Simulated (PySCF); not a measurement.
**SrO: basis, grid and Hamiltonian**

Aim: see how much the energy and properties of SrO depend on the numerical set-up.

Program: PySCF 2.14.0. Level of theory: each script names its method and basis. These are calculated values, not measurements.

5 further runs of the same task are left out: 3 for a known fault of the program, 2 that didn't finish.

## 1. The system as given

SrO: 2 atoms, charge 0, spin multiplicity 1.

Bond lengths: Sr1–O2 2.255 Å.

## 2. The run that the others are compared with

input.py

```python
from pyscf import gto, scf

mol = gto.M(
    atom='Sr 0 0 0; O 0 0 2.255',
    basis='def2-svp',
    ecp={'Sr': 'def2-svp'},
    charge=0,
    spin=0,
    symmetry=True,
    verbose=4,
)
mf = scf.RHF(mol)
mf.kernel()
mf.mulliken_pop()
mf.dip_moment()
print('orbital energies (hartree):', mf.mo_energy[..., max(0, mol.nelec[1]-3):mol.nelec[0]+3].round(4))
```

On the command line:

```
$ OMP_NUM_THREADS=1 python input.py
```

The log of this run is left out.

Base result: E(SCF) = -105.033009 Eh, 15 cycles, μ = 13.39 D.

The bond length is a typed value, not an optimised one.

## 3. Density fitting auto

Run 1 changes density fitting: none → auto.

input.py

```python
from pyscf import gto, scf

mol = gto.M(
    atom='Sr 0 0 0; O 0 0 2.255',
    basis='def2-svp',
    ecp={'Sr': 'def2-svp'},
    charge=0,
    spin=0,
    symmetry=True,
    verbose=4,
)
mf = scf.RHF(mol)
mf = mf.density_fit()
mf.kernel()
mf.mulliken_pop()
mf.dip_moment()
print('orbital energies (hartree):', mf.mo_energy[..., max(0, mol.nelec[1]-3):mol.nelec[0]+3].round(4))
```

On the command line:

```
$ OMP_NUM_THREADS=1 python input.py
```

## 4. Def2-svpd

Run 2 changes basis set: def2-svp → def2-svpd.

Changes to input.py since step 2:

```diff
@@ -4,4 +4,4 @@
     atom='Sr 0 0 0; O 0 0 2.255',
-    basis='def2-svp',
-    ecp={'Sr': 'def2-svp'},
+    basis='def2-svpd',
+    ecp={'Sr': 'def2-svpd'},
     charge=0,
```

## 5. Cc-pvdz-dk (core potential off, X2C on)

Run 3 changes basis set: def2-svp → cc-pvdz-dk; core potential: on → off; spin-free X2C: off → on. The core potential changes with it: totals don't compare.

input.py

```python
from pyscf import gto, scf

mol = gto.M(
    atom='Sr 0 0 0; O 0 0 2.255',
    basis='cc-pvdz-dk',
    charge=0,
    spin=0,
    symmetry=True,
    verbose=4,
)
mf = scf.RHF(mol)
mf = mf.sfx2c1e()
mf.kernel()
mf.analyze()
print('orbital energies (hartree):', mf.mo_energy[..., max(0, mol.nelec[1]-3):mol.nelec[0]+3].round(4))
```

## 6. Cartesian functions on

Run 4 changes Cartesian functions: off → on.

Changes to input.py since step 2:

```diff
@@ -9,2 +9,3 @@
     symmetry=True,
+    cart=True,
     verbose=4,
```

## 7. Core potential off

Run 5 changes core potential: on → off. The core potential changes with it: totals don't compare.

input.py

```python
from pyscf import gto, scf

mol = gto.M(
    atom='Sr 0 0 0; O 0 0 2.255',
    basis='def2-svp',
    charge=0,
    spin=0,
    symmetry=True,
    verbose=4,
)
mf = scf.RHF(mol)
mf.kernel()
mf.analyze()
print('orbital energies (hartree):', mf.mo_energy[..., max(0, mol.nelec[1]-3):mol.nelec[0]+3].round(4))
```

**Question.** What will these runs give? Wanted: for each run, E(SCF); from base; gap; SCF dipole.

The runs gave:

| run | E(SCF) (hartree) | from base (eV) | cycles | gap (eV) | SCF dipole (D) | functions |
| --- | --- | --- | --- | --- | --- | --- |
| base | -105.033009 | 0 | 15 | 5.66 | 13.39 | 37 |
| density fitting auto | -105.032910 | +0.0027 | 15 | 5.66 | 13.39 | 37 |
| def2-svpd | -105.048276 | -0.4154 | 15 | 5.67 | 14.15 | 49 |
| cc-pvdz-dk (core potential off, X2C on) | -3252.077451 | not comparable | 15 | 5.61 | 13.28 | 50 |
| Cartesian functions on | -105.034655 | -0.0448 | 15 | 5.65 | 13.38 | 40 |
| core potential off (poor choice) | -592.958050 | not comparable | 15 | 2.44 | 10.90 | 37 |

What this shows: Of the runs whose energies can be compared, “def2-svpd” moves the SCF energy most (-0.415 eV). def2-svpd (49 functions) gives an energy 0.42 eV lower than def2-svp (37). Rows marked «poor choice» come from settings spoiled on purpose.
